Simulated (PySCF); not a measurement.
# BiCl3(NH3): other functionals and bases at one geometry

How far do other levels of theory move the description of BiCl3(NH3), and what does each cost? The species was built from a template and needn't be a known compound.

Computed with PySCF 2.14.0. Level: several levels, as the steps say, no spin–orbit coupling.

1 further run of the same task is left out (for a known fault of the program).

### Step 1. The system as given

8 atoms, charge 0, spin multiplicity 1.

Bond lengths: Bi1–Cl2 2.485 Å, Bi1–Cl3 2.486 Å, Bi1–Cl4 2.502 Å, N5–H6 1.021 Å, N5–H7 1.021 Å, N5–H8 1.019 Å. Angles: Cl2–Bi1–Cl3 99.1°, Cl2–Bi1–Cl4 96.6°, Cl3–Bi1–Cl4 96.3°, H6–N5–H7 107.2°, H6–N5–H8 108.0°, H7–N5–H8 108.4°.

Coordinates:

```
Bi    0.0262   -0.1436   -0.9889
Cl    1.1276    1.8720   -0.0399
Cl   -1.6314   -0.5737    0.8132
Cl    1.7271   -1.7996   -0.1982
N    -1.8364    1.7966   -1.4279
H    -2.4903    1.6098   -0.6659
H    -1.3543    2.6683   -1.2050
H    -2.3775    1.9377   -2.2803
```

Formal oxidation states: Bi +3. An earlier session relaxed this geometry at PBE0, Bi def2-SVP with ECP60, Cl def2-SVP, N def2-SVP, H def2-SVP (singlet, point group C1).

At PBE0 on the finer grid: E = -1650.937360 Eh, HOMO -7.85 eV, LUMO -1.89 eV, Mulliken charge on Bi1 +0.96 e, largest force component 0.022 eV/Å. 

Levels to run: revPBE; BP86; PBE0, TZVP. Hardware: 2 threads of Arm Neoverse V2, shared host.

### Step 2. revPBE

Contents of run.py (the lines that set the calculation):

```python
mol = gto.M(atom='''
Bi     0.02622    -0.14358    -0.98895
Cl     1.12755     1.87200    -0.03993
Cl    -1.63143    -0.57375     0.81318
Cl     1.72707    -1.79961    -0.19823
N     -1.83639     1.79664    -1.42786
H     -2.49035     1.60977    -0.66585
H     -1.35435     2.66830    -1.20497
H     -2.37753     1.93765    -2.28029''',
    basis={'Bi': 'def2-SVP', 'Cl': 'def2-SVP', 'N': 'def2-SVP', 'H': 'def2-SVP'},
    ecp={'Bi': 'def2-SVP'},
    charge=0, spin=0)
mf = dft.RKS(mol, xc='PBE_R,PBE')
mf.grids.atom_grid = (75, 302)
mf = mf.density_fit()  # fitting sets: Bi def2-universal-JKFIT, Cl def2-universal-JKFIT, N def2-universal-JKFIT, H def2-universal-JKFIT
mf.conv_tol = 1e-08; mf.max_cycle = 55
mf.kernel(dm0)  # dm0: the density of the relaxed state
```

Command:

```bash
$ OMP_NUM_THREADS=2 python run.py
```

### Step 3. BP86

run.py (the lines that set the calculation): that of step 2 with these lines changed.

```diff
@@ -12,3 +12,3 @@
     charge=0, spin=0)
-mf = dft.RKS(mol, xc='PBE_R,PBE')
+mf = dft.RKS(mol, xc='B88,P86')
 mf.grids.atom_grid = (75, 302)
```

### Step 4. PBE0, TZVP

Basis: Bi def2-TZVP with ECP60, Cl def2-TZVP, N def2-TZVP, H def2-TZVP. 

run.py (the lines that set the calculation): that of step 3 with these lines changed.

```diff
@@ -9,6 +9,6 @@
 H     -2.37753     1.93765    -2.28029''',
-    basis={'Bi': 'def2-SVP', 'Cl': 'def2-SVP', 'N': 'def2-SVP', 'H': 'def2-SVP'},
-    ecp={'Bi': 'def2-SVP'},
+    basis={'Bi': 'def2-TZVP', 'Cl': 'def2-TZVP', 'N': 'def2-TZVP', 'H': 'def2-TZVP'},
+    ecp={'Bi': 'def2-TZVP'},
     charge=0, spin=0)
-mf = dft.RKS(mol, xc='B88,P86')
+mf = dft.RKS(mol, xc='PBE0')
 mf.grids.atom_grid = (75, 302)
@@ -16,2 +16,2 @@
 mf.conv_tol = 1e-08; mf.max_cycle = 55
-mf.kernel(dm0)  # dm0: the density of the relaxed state
+mf.kernel(dm0)  # dm0: free metal ions and neutral atoms
```

Q: Predict the outcome of this session. Wanted: for each run, HOMO; gap; charge on Bi1; dipole; largest force.

The runs gave:

| level | state | HOMO (eV) | gap (eV) | charge on Bi1 (e) | dipole (D) | largest force (eV/Å) | basis functions | time |
| --- | --- | --- | --- | --- | --- | --- | --- | --- |
| PBE0 (relaxed here) | singlet | -7.85 | 5.97 | 0.96 | 7.21 | 0.02 | 109 | 19 s |
| revPBE | singlet | -6.51 | 4.06 | 0.87 | 6.95 | 0.52 | 109 | 6.2 s |
| BP86 | singlet | -6.64 | 4.01 | 0.83 | 6.91 | 0.39 | 109 | 6.2 s |
| PBE0, TZVP | singlet | -8.13 | 6.01 | 1.06 | 7.07 | 0.51 | 210 | 19 s |

Times are on 2 threads of Arm Neoverse V2, shared host; the first row also made further properties.

In one basis the HOMO–LUMO gap runs from 4.01 eV (BP86) to 5.97 eV (PBE0). The largest leftover force, 0.52 eV/Å with revPBE, stands at a geometry relaxed at another level. The Mulliken charge on Bi spans +0.83 to +1.06 e over the levels. Total energies of different levels can't be compared. Spin–orbit coupling is left out throughout.
